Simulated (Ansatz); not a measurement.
# Be5I2: the cost of one run

Method: DFT PBE, scalar-relativistic, plane waves, PAW, in Ansatz 0.2.0.

### Step 1. The system as given

Symmetry: P4/mmm, No. 123, tetragonal system. Conventional cell: a = 4.828 Å, b = 4.828 Å, c = 6.326 Å, α = 90.00°, β = 90.00°, γ = 90.00°. Around Be (site symmetry m2m) lie 2 Be at 1.78 Å and 2 I at 2.07 Å. Be (site symmetry 4/mmm) has 2 I at 1.53 Å as nearest neighbours. I (site symmetry 4mm) is surrounded by 5 Be at 1.53 to 2.07 Å.

Coordinates:

```xyz
7
Lattice="4.8284 0.0000 0.0000 0.0000 4.8284 0.0000 0.0000 0.0000 6.3258" Properties=species:S:1:pos:R:3 pbc="T T T"
Be    3.5668    0.0000    3.1629
Be    1.2616    0.0000    3.1629
Be    0.0000    3.5668    3.1629
Be    0.0000    1.2616    3.1629
Be    0.0000    0.0000    0.0000
I     0.0000    0.0000    1.5279
I     0.0000    0.0000    4.7979
```

Recipe of the guess: random cell by space group and Wyckoff sites (P4/mmm, No. 123). Lengths come from tabulated atomic sizes and are only a guess.

### Step 2. The guess as it stands, on a coarse mesh

input.yaml

```yaml
crystal:
  lattice:
    - [4.82836711, 0.0, 0.0]
    - [0.0, 4.82836711, 0.0]
    - [0.0, 0.0, 6.32582879]
  atoms:
    - { symbol: Be, position: [0.73870936, 0.0, 0.5] }
    - { symbol: Be, position: [0.26129064, 0.0, 0.5] }
    - { symbol: Be, position: [0.0, 0.73870936, 0.5] }
    - { symbol: Be, position: [0.0, 0.26129064, 0.5] }
    - { symbol: Be, position: [0.0, 0.0, 0.0] }
    - { symbol: I, position: [0.0, 0.0, 0.24153311] }
    - { symbol: I, position: [0.0, 0.0, 0.75846689] }
basis:
  ecutwfc: 420
kpoints:
  mp_grid: { grid: [4, 4, 4] }
hamiltonian:
  xc: pbe
scf:
  occupations: { method: gaussian, width: 0.1 }
  lower_state_search: "off"
output:
  forces: true
  stress: true
  eigenvalues: true
```

Started as:

```bash
$ ansatz run input.yaml --threads 1 --pin off --max-ram 2048MiB --backend cpu --events-out ev --progress --plain --runs-dir out
```

**Question.** How long does this run take on 1 thread of Arm Neoverse V2, shared host, and how much memory does it need?

About 6.2 s, with a peak of 0.38 GiB.
